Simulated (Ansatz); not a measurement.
# Ge2Sb2Te5: the cost of one run

Computed with Ansatz 0.2.0 (DFT PBEsol, scalar-relativistic, plane waves, PAW, unless a step's input says otherwise).

### 1 The system as given

The structure is trigonal, space group R-3m (No. 166). The conventional cell has a = 4.250 Å, b = 4.250 Å, c = 52.050 Å, α = 90.00°, β = 90.00°, γ = 120.00°. Te (site symmetry -3m) is surrounded by 6 Sb at 3.01 Å. Sb (site symmetry 3m) has 6 Te at 3.01 Å as nearest neighbours. Around Te (site symmetry 3m) lie 3 Ge at 3.01 Å and 3 Sb at 3.01 Å. Ge (site symmetry 3m) has 6 Te at 3.01 Å as nearest neighbours. Te (site symmetry 3m) is surrounded by 3 Ge at 3.01 Å.

Coordinates:

```
CELL_PARAMETERS angstrom
4.25000 0.00000 0.00000
-2.12500 3.68061 0.00000
2.12500 -1.22687 17.35000
ATOMIC_POSITIONS crystal
Te 0.00000 0.00000 0.00000
Sb 0.30000 0.70000 0.10000
Te 0.60000 0.40000 0.20000
Ge 0.90000 0.10000 0.30000
Te 0.20000 0.80000 0.40000
Te 0.80000 0.20000 0.60000
Ge 0.10000 0.90000 0.70000
Te 0.40000 0.60000 0.80000
Sb 0.70000 0.30000 0.90000
```

### 2 Relaxing cell and atoms: Ge2Sb2Te5, no spin

input.yaml

```yaml
crystal:
  lattice:
    - [4.25, 0.0, 0.0]
    - [-2.125, 3.6806079661, 0.0]
    - [2.125, -1.226869322, 17.35]
  atoms:
    - { symbol: Te, position: [0.0, 0.0, 0.0] }
    - { symbol: Sb, position: [0.3, 0.7, 0.1] }
    - { symbol: Te, position: [0.6, 0.4, 0.2] }
    - { symbol: Ge, position: [0.9, 0.1, 0.3] }
    - { symbol: Te, position: [0.2, 0.8, 0.4] }
    - { symbol: Te, position: [0.8, 0.2, 0.6] }
    - { symbol: Ge, position: [0.1, 0.9, 0.7] }
    - { symbol: Te, position: [0.4, 0.6, 0.8] }
    - { symbol: Sb, position: [0.7, 0.3, 0.9] }
scf:
  occupations: { method: gaussian, width: 0.03 }
output:
  forces: true
  stress: true
  eigenvalues: true
hamiltonian:
  xc: pbesol
kpoints:
  mp_grid: { grid: [10, 10, 2] }
relax:
  f_tol: 0.005
  max_steps: 80
  cell: { stress_tol: 0.05 }
```

Run with:

```console
ansatz run input.yaml --threads 4 --pin off --max-ram 8192MiB --backend cpu --events-out ev --progress --plain --runs-dir out
```

**Question.** How long does this run take on 4 threads of Intel Xeon Platinum 8375C at 2.90GHz (Ice Lake), shared host, and how much memory does it need?

About 2.2 min, with a peak of 1.5 GiB.
